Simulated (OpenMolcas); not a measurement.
# Hf²⁺ among point charges: CASSCF levels and susceptibility

How does a field of 6 point charges split the states of Hf²⁺, and what χT follows?

The numbers are computed with OpenMolcas 26.06 (state-averaged CASSCF, spin-orbit coupling by RASSI with atomic mean-field integrals), except any that are marked as measured or tabulated.

1 further run of the same task is left out (it didn't finish).

## 1. The atom as given

* Species: Hf²⁺ (hafnium, Z = 72, 70 electrons)
* Basis: ANO-RCC-VDZP [7s6p4d2f1g], 68 functions
* Scalar Hamiltonian: DKH2, point nucleus
* Inactive shells: 1s 2s 2p 3s 3p 3d 4s 4p 4d 4f 5s 5p
* Active space: 2 electrons in 5 orbitals (5d)
* Some configurations of this space: 5d²
* Orbitals: optimised for each spin and parity, averaged over all roots

Outer shells as boxes (Hund's rule):

5d2
```
5d [↑ ][↑ ][  ][  ][  ]
```

The ion sits among 6 point charges of -1.7 e arranged as a tetragonal octahedron (D4h), 2.29 Å from the ion, with the axial distance 2.244 Å. The active orbitals were held to one l.

Each step is its own input file, run in one work folder so that later steps find the files of earlier ones. Labels, J, g values, rates, χT and fits are worked out afterwards by a script from the matrices that RASSI stores. The input lists half of the charges; inversion (Group=XYZ) makes the rest.

## 2. Basis and integrals

Contents of a.inp:

```
&GATEWAY
Coord
1

Hf 0.0 0.0 0.0
Basis=ANO-RCC-VDZP
Group=XYZ
NoMove
AngMom=0.0 0.0 0.0
AMFI
XField
3 Angstrom 0
2.290000 0.000000 0.000000 -1.700000
0.000000 2.290000 0.000000 -1.700000
0.000000 0.000000 2.244200 -1.700000
&SEWARD
```

Started as:

```
> OMP_NUM_THREADS=1 MOLCAS_MEM=1689 MOLCAS_PROJECT=a pymolcas a.inp > a.log
```

## 3. Reference wave functions, triplets of even parity, 10 roots

Contents of a.inp:

```
&RASSCF
FileOrb=start.orb
Symmetry=1
Spin=3
nActEl=2 0 0
Inactive=15 19
Ras2=5 0
CIRoot=10 10 1
SDav=10
CIMx=300
Iter=120 100
PrWF=0.3
OrbListing=Nothing
MaxOrb=0
SupSym
1
20 4 5 6 7 8 10 11 12 13 14 16 17 18 19 20 23 24 25 26 27
0
>>> COPY $Project.JobIph JOB001
```

start.orb holds the contracted functions of the basis, ordered by shell, or the orbitals of the step before.

## 4. CASSCF: singlets of even parity, 15 roots

Contents of a.inp:

```
&RASSCF
FileOrb=start.orb
Symmetry=1
Spin=1
nActEl=2 0 0
Inactive=15 19
Ras2=5 0
CIRoot=15 15 1
SDav=15
CIMx=300
Iter=120 100
PrWF=0.3
OrbListing=Nothing
MaxOrb=0
SupSym
1
20 4 5 6 7 8 10 11 12 13 14 16 17 18 19 20 23 24 25 26 27
0
>>> COPY $Project.JobIph JOB002
```

## 5. State interaction with spin-orbit coupling

Contents of a.inp:

```
&RASSI
NrOfJobIphs=2 10 15
1 2 3 4 5 6 7 8 9 10
1 2 3 4 5 6 7 8 9 10 11 12 13 14 15
IphNames
JOB001
JOB002
EJob
SpinOrbit
DIPRint=1.0
SOCoupling=1000.0
Subsets=2
Property=9
'ANGMOM' 1 'ANGMOM' 2 'ANGMOM' 3 'MLTPL  1' 1 'MLTPL  1' 2 'MLTPL  1' 3
'AMFI' 1 'AMFI' 2 'AMFI' 3
SOProperty=3
'ANGMOM' 1 'ANGMOM' 2 'ANGMOM' 3
```

Before running it: what results should come out? Wanted: spin-free ground state; first state of the same spin within the active space; lowest level; next level.

As calculated:

| quantity | value |
| --- | --- |
| method | CASSCF |
| spin-free ground state | 3E, 2-fold in its orbital part |
| first state of the same spin within the active space | 3A2 at 661 cm⁻¹ |
| lowest level | 1-fold B1 |
| next level | 116.7 cm⁻¹ |
| χT at 300 K | 0.22 cm³ K/mol |
| effective moment at 300 K | 1.34 μB |

**Reading.** The spin-free ground state (3E) comes to 88 % from free-ion F terms and keeps the highest spin of the shell. χT at 300 K is 0.22, against 1.00 cm³ K/mol for the spin alone, so spin-orbit coupling lowers it. The field of point charges can differ much from that of real complexes. Point charges carry no covalency, so the field is a model and not that of real ligands.
